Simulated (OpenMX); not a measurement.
Runs of OpenMX 3.8.5 on HfGe. The structure is tetragonal, space group P4/mmm (No. 123). The conventional cell has a = 3.131 Å, b = 3.131 Å, c = 3.996 Å, α = 90.00°, β = 90.00°, γ = 90.00°. Around Hf (site symmetry 4/mmm) lie 4 Ge at 2.21 Å. Ge (site symmetry 4/mmm) has 4 Hf at 2.21 Å as nearest neighbours. The cell was built by a generator and needn't be a form met in nature.

```tsv
cell	gap on the mesh (eV)	pressure (GPa)
P4/mmm, 19.59 Å³/atom	none	(a)
P4/mmm, 23.0 Å³/atom	none	45.4
P4/mmm, 21.29 Å³/atom	none	(b)
P4/mmm, 22.15 Å³/atom	none	54.0
P4/mmm, 20.44 Å³/atom	none	74.9
```

Alike in all rows: task single point; level PBE; potentials or basis OpenMX 2013 PBE set, Hf7.0-s3p2d2f1, Ge7.0-s3p2d2, grid cutoff 400 Ry; no spin polarisation; k mesh 7 × 7 × 5; smearing fermi-dirac 0.05 eV.

Fill in the values left out.

(a) 88.8; (b) 63.7.

Caveats: the basis of atomic orbitals isn't converged, which shifts pressures, moduli and gaps; the cell as given lies far from equilibrium (some runs).

A k mesh can miss the band edges, and the runs leave out spin-orbit coupling on Ge, Hf.

A gap of «none» marks a metal or a gap under the smearing width.
